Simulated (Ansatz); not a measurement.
Crystal: YNiC2.

```
Y Ni C
1.0
     3.61052    0.00000    0.00000
     0.00000    2.24280    2.99123
     0.00000   -2.24280    2.99123
Y Ni C
1 1 2
Cartesian
  0.0000 0.0000 0.0188
  1.8053 0.0000 3.6698
  1.8053 -0.6846 1.8140
  1.8053 0.6846 1.8140
```

The cell is a database's computed one.

| Quantity | Value |
| --- | --- |
| Program | Ansatz 0.2.0 |
| Task | relaxation of cell and atoms |
| Functional | revPBE |
| Potentials or basis | Ansatz PAW |
| Cutoff | 420 eV (not typed: the program's choice for these potentials) |
| k mesh | 7 × 8 × 8 |
| Occupations | fermi-dirac, width 0.05 eV |
| Spin | collinear spin, ferromagnetic start |
| Starting moments | [0.0, 1.0, 0.0, 0.0] μB |

At the start: volume 12.11 Å³/atom.

Where does the relaxation end?

It ends after 9 steps and the volume is 12.44 Å³/atom (+2.7 %); space group Amm2 (No. 38, to 0.05 Å); moment 0.00 μB per cell.

Step by step:
```
step  energy change (eV)  largest force (eV/Å)  volume (Å³)
   1              0.0000                0.1555        48.44
   2             -0.0100                0.1185        50.12
   3             -0.0191                0.0567        49.74
   4             -0.0193                0.0333        49.73
   5             -0.0193                0.0331        49.75
   6             -0.0193                0.0018        49.75
   7             -0.0212                0.0021        49.75
   8             -0.0212                0.0002        49.77
   9             -0.0212                0.0002        49.77
```

Final structure:
```cif
data_structure
_symmetry_space_group_name_H-M 'P 1'
_symmetry_Int_Tables_number 1
_cell_length_a 3.6304
_cell_length_b 3.7778
_cell_length_c 3.7778
_cell_angle_alpha 73.841
_cell_angle_beta 90.000
_cell_angle_gamma 90.000
_cell_volume 49.77
loop_
_atom_site_label
_atom_site_type_symbol
_atom_site_fract_x
_atom_site_fract_y
_atom_site_fract_z
_atom_site_occupancy
Y1 Y 0.00000 0.00294 0.00294 1
Ni1 Ni 0.50000 0.61427 0.61427 1
C1 C 0.50000 0.15137 0.45443 1
C2 C 0.50000 0.45443 0.15137 1
```

Caveat: the plane-wave basis is chosen anew once the cell has moved, so the energies of steps on either side of that aren't comparable; the PAW data sets come from PBE, with cores solved anew for the run's functional, which leaves a small shift of forces and pressure; the starting moments weren't kept.
